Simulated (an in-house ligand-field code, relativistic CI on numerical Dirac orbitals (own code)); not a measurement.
**d2 in a ligand field: terms for several parameter sets**

Which terms of d2 lie lowest for given Racah parameters and ligand field?

Method: parametric ligand-field model of a d^n configuration (Racah B and C, spin-orbit zeta, crystal field), exact diagonalisation. Code: an in-house ligand-field code version 1.

## 1. What is computed

* shell: d2
* set 1 (cm⁻¹): B = 980, C = 3550, Td, 10Dq = -11000
* set 2 (cm⁻¹): B = 460, C = 1720, Oh, 10Dq = 20900
* set 3 (cm⁻¹): B = 610, C = 3060, Oh, 10Dq = 33450
* set 4 (cm⁻¹): B = 800, C = 3720, Oh, 10Dq = 14200
* set 5 (cm⁻¹): B = 840, C = 3300, Oh, 10Dq = 24400
* set 6 (cm⁻¹): B = 1040, C = 5320, Oh, 10Dq = 6300
* set 7 (cm⁻¹): B = 670, C = 3420, Td, 10Dq = -3250
* set 8 (cm⁻¹): B = 750, C = 3260, Oh, 10Dq = 21450

## 2. Set 1

Settings of the run:

```ini
n = 2
racah_B = 980  # cm-1
racah_C = 3550  # cm-1
zeta = 0  # cm-1
symmetry = Td
field = {"10Dq": -11000}  # cm-1
```

## 3. Set 2

Settings of the run:

```ini
n = 2
racah_B = 460  # cm-1
racah_C = 1720  # cm-1
zeta = 0  # cm-1
symmetry = Oh
field = {"10Dq": 20900}  # cm-1
```

## 4. Set 3

Settings of the run:

```ini
n = 2
racah_B = 610  # cm-1
racah_C = 3060  # cm-1
zeta = 0  # cm-1
symmetry = Oh
field = {"10Dq": 33450}  # cm-1
```

## 5. Set 4

Settings of the run:

```ini
n = 2
racah_B = 800  # cm-1
racah_C = 3720  # cm-1
zeta = 0  # cm-1
symmetry = Oh
field = {"10Dq": 14200}  # cm-1
```

## 6. Set 5

Settings of the run:

```ini
n = 2
racah_B = 840  # cm-1
racah_C = 3300  # cm-1
zeta = 0  # cm-1
symmetry = Oh
field = {"10Dq": 24400}  # cm-1
```

## 7. Set 6

Settings of the run:

```ini
n = 2
racah_B = 1040  # cm-1
racah_C = 5320  # cm-1
zeta = 0  # cm-1
symmetry = Oh
field = {"10Dq": 6300}  # cm-1
```

## 8. Set 7

Settings of the run:

```ini
n = 2
racah_B = 670  # cm-1
racah_C = 3420  # cm-1
zeta = 0  # cm-1
symmetry = Td
field = {"10Dq": -3250}  # cm-1
```

## 9. Set 8

Settings of the run:

```ini
n = 2
racah_B = 750  # cm-1
racah_C = 3260  # cm-1
zeta = 0  # cm-1
symmetry = Oh
field = {"10Dq": 21450}  # cm-1
```

(Steps that only read results are left out.)

**Question.** What will these runs give? Wanted: lowest terms.

The runs gave:

| set | 10Dq/B (size) | lowest | S | electrons in z² and x²-y² | first level of the same spin (cm⁻¹) |
| --- | --- | --- | --- | --- | --- |
| 1: Td | 11.2 | 3A2 | 1.00 | 2.00 | 3T2 11000 |
| 2: Oh | 45.4 | 3T1 | 1.00 | 0.01 | 3T2 19821 |
| 3: Oh | 54.8 | 3T1 | 1.00 | 0.01 | 3T2 31961 |
| 4: Oh | 17.8 | 3T1 | 1.00 | 0.04 | 3T2 12827 |
| 5: Oh | 29.0 | 3T1 | 1.00 | 0.02 | 3T2 22656 |
| 6: Oh | 6.1 | 3T1 | 1.00 | 0.11 | 3T2 5362 |
| 7: Td | 4.9 | 3A2 | 1.00 | 2.00 | 3T2 3250 |
| 8: Oh | 28.6 | 3T1 | 1.00 | 0.02 | 3T2 19901 |

```
    quantity                                                           value
lowest terms  1: 3A2, 2: 3T1, 3: 3T1, 4: 3T1, 5: 3T1, 6: 3T1, 7: 3A2, 8: 3T1
```

In words: 8 of 8 sets have the highest spin that their shell allows, S = 1. A negative 10Dq stands for a tetrahedral field. B, C and the field are free parameters here, not those of a compound.
